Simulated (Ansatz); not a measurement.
# ZrB (rocksalt): other levels of theory at one geometry

Aim: keep the cell of ZrB (rocksalt) fixed and change the level of theory, to see how the gap and the pressure move.

Method: DFT at several levels, plane waves, PAW, in Ansatz 0.2.0.

1 further run of the same task is left out (it didn't finish).

## Step 1: The system as given

It takes space group Fm-3m (No. 225, cubic). The conventional cell has a = 4.904 Å, b = 4.904 Å, c = 4.904 Å, α = 90.00°, β = 90.00°, γ = 90.00°. Around Zr (site symmetry m-3m) lie 6 B at 2.45 Å. B (site symmetry m-3m) has 6 Zr at 2.45 Å as nearest neighbours.

As a file:

```cif
data_structure
_symmetry_space_group_name_H-M 'P 1'
_symmetry_Int_Tables_number 1
_cell_length_a 3.4678
_cell_length_b 3.4678
_cell_length_c 3.4678
_cell_angle_alpha 60.000
_cell_angle_beta 60.000
_cell_angle_gamma 60.000
_cell_volume 29.49
loop_
_atom_site_label
_atom_site_type_symbol
_atom_site_fract_x
_atom_site_fract_y
_atom_site_fract_z
_atom_site_occupancy
Zr1 Zr 0.50000 0.50000 0.50000 1
B1 B 0.00000 0.00000 0.00000 1
```

An earlier run at PBE left this cell at 14.744 Å³/atom and 0.00 GPa (12×12×12 mesh), no gap.

Levels to run: PBE+SOC; r²SCAN; PBEsol; LDA. Hardware: 2 threads of Arm Neoverse V1, shared host.

## Step 2: PBE+SOC

input.yaml

```yaml
crystal:
  lattice:
    - [0.0, 2.452121716, 2.452121716]
    - [2.452121716, 0.0, 2.452121716]
    - [2.452121716, 2.452121716, 0.0]
  atoms:
    - { symbol: Zr, position: [0.5, 0.5, 0.5] }
    - { symbol: B, position: [0.0, 0.0, 0.0] }
basis:
  ecutwfc: 420
  ecutrho_ratio: 4
kpoints:
  mp_grid: { grid: [12, 12, 12] }
hamiltonian:
  xc: pbe
scf:
  occupations: { method: gaussian, width: 0.05 }
output:
  forces: true
  stress: true
  eigenvalues: true
  populations: true
  dos: { projected: true, de: 0.02 }
  write_density: true
  write_potential: true
  elf: true
  volumetric_format: npy
magnetization:
  noncollinear: true
  spin_orbit: true
```

On the command line:

```bash
$ ansatz run input.yaml --threads 2 --pin off --max-ram 2662MiB --backend cpu --events-out ev --progress --plain --runs-dir out
```

After this run come: r²SCAN; PBEsol; LDA.

What does the calculation give? Wanted: for each run, pressure.

**Answer**, as computed:

| level | mesh | gap on the mesh (eV) | pressure (GPa) | time |
| --- | --- | --- | --- | --- |
| PBE | 12×12×12 | metal | 0.0 | 8 s* |
| LDA | 12×12×12 | metal | -7.3 | 1.1 s |
| PBEsol | 12×12×12 | metal | -4.1 | 1.2 s |
| PBE+SOC | 12×12×12 | metal | 0.0 | 6.9 s* |
| r²SCAN | 12×12×12 | metal | 0.7 | 2.9 s |

Times are on 2 threads of Arm Neoverse V1, shared host. * Includes bands or densities of states.

The pressure runs from -7.3 GPa (LDA) to 0.7 GPa (r²SCAN); a negative pressure means that level wants a smaller cell, a positive one a larger cell. Every level gives a metal. Total energies of different levels have different zeros and can't be compared.
